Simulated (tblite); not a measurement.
# C2H10AsOSi2: the cost of one run

Programs: tblite 0.8.0 and PySCF 2.14.0, with density-fitted response routines of our own. Each step states its level of theory. These are calculated values for one molecule in the gas phase, unless marked as measured. Atoms are numbered from 0 throughout.

## (1) The starting structure

16 atoms, charge 0, multiplicity 2; geometry from: force field or distance geometry start.

Bonds of the start (Å): C0–O1 1.39, O1–Si2 1.68, Si2–As3 2.32, Si2–C4 1.89, C4–Si5 1.86, C0–H6 1.11, C0–H7 1.09, C0–H8 1.12, Si2–H9 1.45, As3–H10 1.56, As3–H11 1.56, C4–H12 1.10, C4–H13 1.12, Si5–H14 1.46, Si5–H15 1.48.

## (2) Relaxing the molecule with GFN2-xTB

Job settings and geometry (Å):

```
{"job": {"kind": "relax", "xc": "GFN2-xTB", "basis": "xTB"}, "charge": 0, "multiplicity": 2}
C      2.196900     0.821300     0.395200
O      0.846200     0.545000     0.558200
Si     0.169700    -0.424300    -0.642600
As    -0.335800    -2.537200     0.168500
C     -1.495200     0.354700    -1.063000
Si    -2.261400     1.096900     0.466100
H      2.357700     1.846500     0.005200
H      2.700400     0.102100    -0.254600
H      2.662400     0.797300     1.412800
H      0.929900    -0.499300    -1.872000
H     -1.293800    -2.397100     1.393600
H      0.948200    -3.359800     0.500800
H     -1.415300     1.115600    -1.847000
H     -2.140300    -0.477500    -1.437400
H     -1.795100     0.459700     1.694100
H     -2.082000     2.565200     0.510600
```

Launch:

```
$ OMP_NUM_THREADS=1 python probes_run.py task.json out
```

One launch serves the whole session: the jobs run in the order shown.

Q: Estimate the wall time of this first job on 1 thread of Arm Neoverse V1, shared host.

About 2.2 s.
